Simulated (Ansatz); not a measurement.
# Cl₂F₂H₂In₂: taking an electron away

One table from this session's results is given with a row withheld; the runs are named, their logs left out.

Computed with Ansatz 0.2.0, Gaussian basis. Level: unrestricted cation, the program's frozen cores in correlated methods.

Levels to be run: UKS PBE-D4/def2-TZVPP; UKS r2SCAN-D4/def2-TZVPP; UKS PBE0-D4/def2-TZVPP; UKS B3LYP-D4/def2-TZVPP; UKS wB97X-V/def2-TZVPP; UKS wB97M-V/def2-TZVPP; UKS B2PLYP/def2-TZVPP; UHF-CCSD(T)/def2-TZVPP; UHF-MP2/def2-QZVPP; extrapolation to the limit; then −ε(HOMO) from the neutral's earlier runs with LDA (SPW92), PBE-D4, revPBE-D4, BLYP-D4, r2SCAN-D4, B97M-V, PBE0-D4, B3LYP-D4, r2SCANh-D4, r2SCAN0-D4, HSE06-D4, BHLYP-D4, CAM-B3LYP-D4, LC-ωPBE, ωB97X-V, ωB97M-V.

1 further run of the same task is left out (for a known fault of the program).

### The geometry

The geometry comes from an earlier relaxation with PBE0-D4 in a triple-zeta def2 set; it is a stationary point, not always the lowest conformer. In takes the def2 core potential; no spin-orbit term is included.

SMILES `[F][In@H-]1[Cl+][In@@H-]([F])[Cl+]1`, 8 atoms, charge 0, spin multiplicity 1.

Atoms are counted from 1 here; the program's logs count them from 0.

Bond lengths: F1–In2 1.931 Å, In2–Cl3 2.520 Å, In2–Cl6 2.520 Å, In2–H7 1.687 Å, Cl3–In4 2.520 Å, In4–F5 1.931 Å, In4–Cl6 2.520 Å, In4–H8 1.687 Å. Angles: F1–In2–Cl3 102.2°, F1–In2–Cl6 102.2°, F1–In2–H7 130.4°, Cl3–In2–Cl6 87.6°, Cl3–In2–H7 112.9°, Cl6–In2–H7 112.8°, In2–Cl3–In4 92.3°, Cl3–In4–F5 102.2°, Cl3–In4–Cl6 87.6°, Cl3–In4–H8 112.8°, F5–In4–Cl6 102.2°, F5–In4–H8 130.4°, Cl6–In4–H8 112.8°, In2–Cl6–In4 92.3°.

As a file:

```xyz
8

F     2.4575   -1.5746    0.0481
In    1.7989    0.2383    0.1426
Cl    0.1075    0.2879   -1.7244
In   -1.8154   -0.0323   -0.1279
F    -2.1770   -1.9216   -0.2985
Cl   -0.1322    0.0201    1.7463
H     2.6297    1.6969    0.3129
H    -2.8689    1.2852   -0.0991
```

Set-up of the first run:

Input file in.yaml:

```yaml
crystal:
  periodic: [false, false, false]
  atoms:
    - {symbol: F, position_ang: [2.457488, -1.574551, 0.048101]}
    - {symbol: In, position_ang: [1.798913, 0.238346, 0.142559]}
    - {symbol: Cl, position_ang: [0.107511, 0.287888, -1.724380]}
    - {symbol: In, position_ang: [-1.815448, -0.032267, -0.127908]}
    - {symbol: F, position_ang: [-2.177003, -1.921555, -0.298543]}
    - {symbol: Cl, position_ang: [-0.132214, 0.020078, 1.746318]}
    - {symbol: H, position_ang: [2.629666, 1.696851, 0.312946]}
    - {symbol: H, position_ang: [-2.868923, 1.285220, -0.099093]}
basis:
  gaussian: {orbitals: def2-TZVPP}
total_charge: 1
magnetization: {spin_polarized: true, initial_magnetization: 1}
hamiltonian: {xc: pbe, dispersion: d4}
```

Run with:

```sh
$ ansatz run in.yaml --threads 2 --pin off --events-out ev --progress --plain --max-ram 22528MiB --backend cuda --devices 0, --max-vram 18GiB
```

Steps of the session up to this table: Cation, UKS PBE-D4/def2-TZVPP; Cation, UKS r2SCAN-D4/def2-TZVPP; Cation, UKS PBE0-D4/def2-TZVPP; Cation, UKS B3LYP-D4/def2-TZVPP; Cation, UKS wB97X-V/def2-TZVPP; Cation, UKS wB97M-V/def2-TZVPP; Cation, UKS B2PLYP (frozen core)/def2-TZVPP; Cation, UHF-CCSD(T)/def2-TZVPP; Cation, UHF-MP2/def2-QZVPP.

One table of the session follows, with a row left open; its other results are not shown here.

For comparison, −ε(HOMO) of the neutral from earlier runs:

| functional | −ε(HOMO) (eV) |
| --- | --- |
| LDA (SPW92) | 8.28 |
| PBE-D4 | 8.09 |
| revPBE-D4 | 8.01 |
| BLYP-D4 | 8.00 |
| r2SCAN-D4 | 8.50 |
| B97M-V | 8.61 |
| PBE0-D4 | 9.62 |
| B3LYP-D4 | 9.39 |
| r2SCANh-D4 | ? |
| r2SCAN0-D4 | 9.88 |
| HSE06-D4 | 9.22 |
| BHLYP-D4 | 10.90 |
| CAM-B3LYP-D4 | 10.99 |
| LC-ωPBE | 12.31 |
| ωB97X-V | 11.97 |
| ωB97M-V | 11.82 |

**Question.** Estimate the row for r2SCANh-D4.

Worked estimate for «−ε(HOMO) (eV)». Against the share of exact exchange, r2SCAN-D4 (0, 8.50), r2SCAN0-D4 (0.25, 9.88) give a slope of 5.52 per unit share; at 0.1 the line stands at 9.05.

**Answer.** −ε(HOMO) (eV): 9.08. In «−ε(HOMO) (eV)» the line misses by -0.03.

To keep in mind: The cation may have settled in a state other than its lowest; no search over hole states beyond the program's own was made.
